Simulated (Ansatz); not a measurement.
What does this script print? It uses Ansatz's Python interface.

`methods_ch7asbp.py`
```python
# -*- coding: utf-8 -*-
"""One geometry of CH7AsBP, method by method."""

import warnings

import ansatz as az
from ase import Atoms

warnings.simplefilter("ignore", az.DeckWarning)

atoms = Atoms(["C", "B", "P", "As", "H", "H", "H", "H", "H", "H", "H"], positions=[
    (-0.7013, -1.5512, 0.1479),
    (0.0335, -0.172, -0.1284),
    (1.9431, -0.0229, 0.1228),
    (-1.0507, 1.4356, -0.7694),
    (-1.4676, -1.4083, 0.9373),
    (0.031, -2.3146, 0.4827),
    (-1.1931, -1.8996, -0.7835),
    (2.1506, 0.6948, -1.123),
    (1.8439, 1.1708, 0.9446),
    (-1.6966, 1.6242, 0.6419),
    (0.1073, 2.4432, -0.4728),
])
ch7asbp = az.Crystal.molecule_from_ase(atoms)

calc = ch7asbp.calculation().basis(gaussian="def2-SVP")

methods = ["mp2", "ccsd", "ccsd_t"]
batch = az.Session.batch([calc.correlation(m).input() for m in methods])
reports = sorted(batch.plan().execute().molecular_reports, key=lambda each: each["member"])
print(f"Hartree-Fock reference {reports[0]['reference_energy_ev'] / 27.211386246:.6f} Ha")
best = reports[-1]["free_energy_ev"] - reports[-1]["reference_energy_ev"]
for method, each in zip(methods, reports):
    gained = each["free_energy_ev"] - each["reference_energy_ev"]
    print(f"{method:8s} total {each['free_energy_ev'] / 27.211386246:.6f} Ha  correlation {gained:9.4f} eV  ({100 * gained / best:.1f} % of the last)")
```

```console
$ python methods_ch7asbp.py
Hartree-Fock reference -2641.109568 Ha
mp2      total -2641.701141 Ha  correlation  -16.0975 eV  (88.4 % of the last)
ccsd     total -2641.758079 Ha  correlation  -17.6469 eV  (97.0 % of the last)
ccsd_t   total -2641.778441 Ha  correlation  -18.2010 eV  (100.0 % of the last)
```

Notes:
- Total energies depend on the basis set; only differences at equal settings carry meaning.
- The geometry is a force-field or estimated start, not a minimum of this method, and the basis set is short of its limit. A lower total doesn't mark the better method: functionals have no common bound, and MP2 and coupled cluster aren't variational.
- Inner cores stay frozen; a filled d shell under the valence of the heavier atoms is correlated with it.
